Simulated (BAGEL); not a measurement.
**GeSiNH6 (SMILES [SiH3][N][GeH3]) at UHF/6-31G(d) (density fitting with qzvpp-jkfit, spherical functions)**

What is the vertical doublet–quartet gap of GeSiNH6 at UHF/6-31G* (density fitting with qzvpp-jkfit, spherical functions)? 

The calculation is run with BAGEL 1.2.2.

3 further runs of the same task are left out: 1 that didn't finish, 2 set aside as unsound or not needed.

**1. The structure to begin with**

The species is GeSiNH6 (9 atoms), meant as a doublet with charge 0. As SMILES, `[SiH3][N][GeH3]`. Geometry: relaxed at PBE0-D4/def2-TZVP.

Bond lengths: Si1–N2 1.731 Å, N2–Ge3 1.846 Å, Si1–H4 1.492 Å, Si1–H5 1.486 Å, Si1–H6 1.491 Å, Ge3–H7 1.538 Å, Ge3–H8 1.543 Å, Ge3–H9 1.535 Å. Some angles: Si1–N2–Ge3 127.0°, N2–Si1–H4 115.3°, N2–Si1–H5 109.2°, N2–Si1–H6 105.4°, N2–Ge3–H7 105.4°, N2–Ge3–H8 113.4°, N2–Ge3–H9 107.0°, H4–Si1–H5 108.9°, H4–Si1–H6 108.5°, H5–Si1–H6 109.5°.

**2. The energy at UHF/6-31G(d) (density fitting with qzvpp-jkfit, spherical functions)**

The input, job.json:

```json
{ "bagel" : [

{
  "title" : "molecule",
  "basis" : "6-31gs.json",
  "df_basis" : "qzvpp-jkfit",
  "angstrom" : true,
  "geometry" : [
    { "atom" : "Si", "xyz" : [      -0.680200,       1.066900,      -0.955300 ] },
    { "atom" : "N", "xyz" : [       0.530300,       0.621500,       0.199500 ] },
    { "atom" : "Ge", "xyz" : [       0.768300,      -1.036400,       0.976200 ] },
    { "atom" : "H", "xyz" : [      -1.318300,      -0.070400,      -1.681000 ] },
    { "atom" : "H", "xyz" : [      -0.086900,       1.998400,      -1.949400 ] },
    { "atom" : "H", "xyz" : [      -1.731200,       1.778800,      -0.172400 ] },
    { "atom" : "H", "xyz" : [       2.099800,      -1.563400,       0.416100 ] },
    { "atom" : "H", "xyz" : [      -0.368300,      -2.029700,       0.657900 ] },
    { "atom" : "H", "xyz" : [       0.875000,      -0.811900,       2.491400 ] }
  ]
},

{
  "title" : "uhf",
  "nopen" : 1
},

{
  "title" : "print",
  "file" : "orbitals.molden",
  "orbitals" : true
}

]}
```

The basis set 6-31G* is read from a file made from the Basis Set Exchange's data (not shown).

Launch:

```
BAGEL_NUM_THREADS=1 BAGEL job.json > job.out
```

Log:

```text
* using 1 threads per process

  ===============================================================
  ===============================================================

  *** Geometry ***

  { "atom" : "Si", "xyz" : [     -1.285392,      2.016149,     -1.805255 ] },
  { "atom" : "N", "xyz" : [      1.002122,      1.174465,      0.377000 ] },
  { "atom" : "Ge", "xyz" : [      1.451877,     -1.958512,      1.844751 ] },
  { "atom" : "H", "xyz" : [     -2.491226,     -0.133037,     -3.176630 ] },
  { "atom" : "H", "xyz" : [     -0.164217,      3.776429,     -3.683832 ] },
  { "atom" : "H", "xyz" : [     -3.271494,      3.361445,     -0.325789 ] },
  { "atom" : "H", "xyz" : [      3.968047,     -2.954398,      0.786315 ] },
  { "atom" : "H", "xyz" : [     -0.695986,     -3.835577,      1.243251 ] },
  { "atom" : "H", "xyz" : [      1.653510,     -1.534269,      4.708064 ] },

  Number of auxiliary basis functions:      579

  Since a DF basis is specified, we compute 2- and 3-index integrals:
    o Being stored without compression. Storage requirement is 0.027 GB

  Number of basis functions:       76
  Number of electrons      :       59

    * METHOD: MOLECULE                             0.38

  *** Open-shell HF ***

  === Nuclear Repulsion ===
   245.4827599771

      * DIIS with orbital gradients will be used.

  === UHF iteration (6-31gs.json) ===
      0      -2421.58802991          0.04230373           0.19
      1      -2421.72637736          0.03341036           0.18
      2      -2421.81882236          0.02257132           0.18
      3      -2421.88495693          0.00252472           0.19
      4      -2421.88828368          0.00070140           0.19
      5      -2421.88855455          0.00030419           0.18
      6      -2421.88863474          0.00008076           0.18
      7      -2421.88866648          0.00003881           0.18
      8      -2421.88867782          0.00002255           0.18
      9      -2421.88868044          0.00001194           0.19
     10      -2421.88868052          0.00000800           0.18
     11      -2421.88868073          0.00000668           0.18
     12      -2421.88868089          0.00000579           0.19
     13      -2421.88868098          0.00000474           0.18
     14      -2421.88868103          0.00000317           0.18
     15      -2421.88868111          0.00000186           0.19
     16      -2421.88868116          0.00000086           0.19
     17      -2421.88868117          0.00000048           0.19
     18      -2421.88868117          0.00000032           0.19
     19      -2421.88868117          0.00000020           0.19
     20      -2421.88868117          0.00000012           0.18
     21      -2421.88868117          0.00000008           0.18
     22      -2421.88868117          0.00000007           0.19
     23      -2421.88868117          0.00000006           0.19
     24      -2421.88868117          0.00000005           0.18
     25      -2421.88868117          0.00000004           0.19
     26      -2421.88868117          0.00000002           0.19
     27      -2421.88868117          0.00000001           0.19
     28      -2421.88868117          0.00000001           0.19
    * SCF iteration converged.

    * S^2 (UHF) is 0.7602

    * Permanent dipole moment:
           (    0.169095,     0.485299,     0.008644) a.u.

    * METHOD: UHF                                  5.66

    * METHOD: PRINT                                0.02

  ===============================================================
```

Wall time 6.3 s (1 thread of Arm Neoverse V1, shared host); peak memory 0.14 GiB.

**3. The quartet**

job.json: that of step 2 with these lines changed.

```diff
@@ -6,3 +6,3 @@
   "df_basis" : "qzvpp-jkfit",
-  "angstrom" : true,
+  "angstrom" : "true",
   "geometry" : [
@@ -22,3 +22,3 @@
   "title" : "uhf",
-  "nopen" : 1
+  "nopen" : 3
 },
@@ -28,3 +28,3 @@
   "file" : "orbitals.molden",
-  "orbitals" : true
+  "orbitals" : "true"
 }
```

The basis set 6-31G* is read from a file made from the Basis Set Exchange's data (not shown).

Launch:

```
BAGEL_NUM_THREADS=1 BAGEL job.json > job.out
```

Log:

```text
* using 1 threads per process

  ===============================================================
  ===============================================================

  *** Geometry ***

  { "atom" : "Si", "xyz" : [     -1.285392,      2.016149,     -1.805255 ] },
  { "atom" : "N", "xyz" : [      1.002122,      1.174465,      0.377000 ] },
  { "atom" : "Ge", "xyz" : [      1.451877,     -1.958512,      1.844751 ] },
  { "atom" : "H", "xyz" : [     -2.491226,     -0.133037,     -3.176630 ] },
  { "atom" : "H", "xyz" : [     -0.164217,      3.776429,     -3.683832 ] },
  { "atom" : "H", "xyz" : [     -3.271494,      3.361445,     -0.325789 ] },
  { "atom" : "H", "xyz" : [      3.968047,     -2.954398,      0.786315 ] },
  { "atom" : "H", "xyz" : [     -0.695986,     -3.835577,      1.243251 ] },
  { "atom" : "H", "xyz" : [      1.653510,     -1.534269,      4.708064 ] },

  Number of auxiliary basis functions:      579

  Since a DF basis is specified, we compute 2- and 3-index integrals:
    o Being stored without compression. Storage requirement is 0.027 GB

  Number of basis functions:       76
  Number of electrons      :       59

    * METHOD: MOLECULE                             0.38

  *** Open-shell HF ***

  === Nuclear Repulsion ===
   245.4827599771

      * DIIS with orbital gradients will be used.

  === UHF iteration (6-31gs.json) ===
      0      -2421.31671361          0.03948407           0.19
      1      -2421.43651453          0.03427316           0.18
      2      -2421.52533472          0.02935629           0.18
      3      -2421.65961207          0.00427218           0.19
      4      -2421.67468467          0.00169482           0.19
      5      -2421.67723983          0.00074809           0.18
      6      -2421.67776494          0.00038990           0.18
      7      -2421.67807201          0.00020079           0.18
      8      -2421.67818038          0.00011373           0.19
      9      -2421.67820258          0.00005686           0.18
     10      -2421.67821135          0.00002592           0.18
     11      -2421.67821359          0.00001263           0.18
     12      -2421.67821427          0.00000706           0.18
     13      -2421.67821443          0.00000423           0.18
     14      -2421.67821450          0.00000251           0.18
     15      -2421.67821451          0.00000173           0.19
     16      -2421.67821452          0.00000088           0.19
     17      -2421.67821452          0.00000051           0.18
     18      -2421.67821452          0.00000026           0.19
     19      -2421.67821452          0.00000012           0.19
     20      -2421.67821452          0.00000005           0.18
     21      -2421.67821452          0.00000002           0.18
     22      -2421.67821452          0.00000002           0.18
     23      -2421.67821452          0.00000001           0.18
    * SCF iteration converged.

    * S^2 (UHF) is 3.7662

    * Permanent dipole moment:
           (    0.099282,    -0.600622,     0.320697) a.u.

    * METHOD: UHF                                  4.69

    * METHOD: PRINT                                0.02

  ===============================================================
```

Run time: 5.4 s. Hardware: 1 thread of Arm Neoverse V1, shared host; peak memory 0.14 GiB.

**4. Results**

At UHF/6-31G* (density fitting with qzvpp-jkfit, spherical functions):

| quantity | value |
| --- | --- |
| doublet: total energy | -2421.88868 Eh |
| doublet: dipole moment | 1.31 D |
| doublet: ⟨S²⟩ | 0.760 |
| quartet: total energy | -2421.67821 Eh |
| quartet: dipole moment | 1.75 D |
| quartet: ⟨S²⟩ | 3.766 |
| vertical energy of the quartet above the doublet | 5.727 eV |

What this shows: At this shape the quartet lies 5.73 eV (553 kJ/mol) above the doublet.
